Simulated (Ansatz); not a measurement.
Run this with Ansatz 0.2.0, Python API and show what comes out.

Input file `basrdyseo6.yaml`:
```yaml
crystal:
  lattice:
    - [0.0, 4.180385, 4.180385]
    - [4.180385, 0.0, 4.180385]
    - [4.180385, 4.180385, 0.0]
  atoms:
    - { symbol: Ba, position: [0.25, 0.25, 0.25] }
    - { symbol: Sr, position: [0.75, 0.75, 0.75] }
    - { symbol: Dy, position: [0.0, 0.0, 0.0], spin: 3.5 }
    - { symbol: Se, position: [0.5, 0.5, 0.5] }
    - { symbol: O, position: [0.734931, 0.265069, 0.265069] }
    - { symbol: O, position: [0.265069, 0.734931, 0.734931] }
    - { symbol: O, position: [0.734931, 0.734931, 0.265069] }
    - { symbol: O, position: [0.265069, 0.265069, 0.734931] }
    - { symbol: O, position: [0.265069, 0.734931, 0.265069] }
    - { symbol: O, position: [0.734931, 0.265069, 0.734931] }
magnetization:
  spin_polarized: true
kpoints:
  mp_grid: { grid: [5, 5, 5] }
hamiltonian:
  xc: pbesol
scf:
  occupations: { method: fermi_dirac, width: 0.1 }
output:
  stress: true
  eigenvalues: true
```

The script, `convert_basrdyseo6.py`:
```python
"""Turn an input file for BaSrDySeO6 into a chain of calls."""

import ansatz as az

job = az.Calculation.from_yaml("basrdyseo6.yaml")
print(job.to_python())
```

Running `python convert_basrdyseo6.py` prints:
```text
(
    az.Lattice.of(((0.0, 4.180385, 4.180385), (4.180385, 0.0, 4.180385), (4.180385, 4.180385, 0.0)))
    .atom("Ba", (0.25, 0.25, 0.25))
    .atom("Sr", (0.75, 0.75, 0.75))
    .atom("Dy", (0.0, 0.0, 0.0), moment=3.5)
    .atom("Se", (0.5, 0.5, 0.5))
    .atom("O", (0.734931, 0.265069, 0.265069))
    .atom("O", (0.265069, 0.734931, 0.734931))
    .atom("O", (0.734931, 0.734931, 0.265069))
    .atom("O", (0.265069, 0.265069, 0.734931))
    .atom("O", (0.265069, 0.734931, 0.265069))
    .atom("O", (0.734931, 0.265069, 0.734931))
    .calculation()
    .kpoints(5, 5, 5)
    .functional("pbesol")
    .spin("collinear")
    .occupations(method="fermi_dirac", width=0.1)
    .stress()
    .band_table(publish=True)
)
```

The input is only written out: it wasn't run, and its settings aren't tested. The structure comes from a database and needn't be a stable phase.
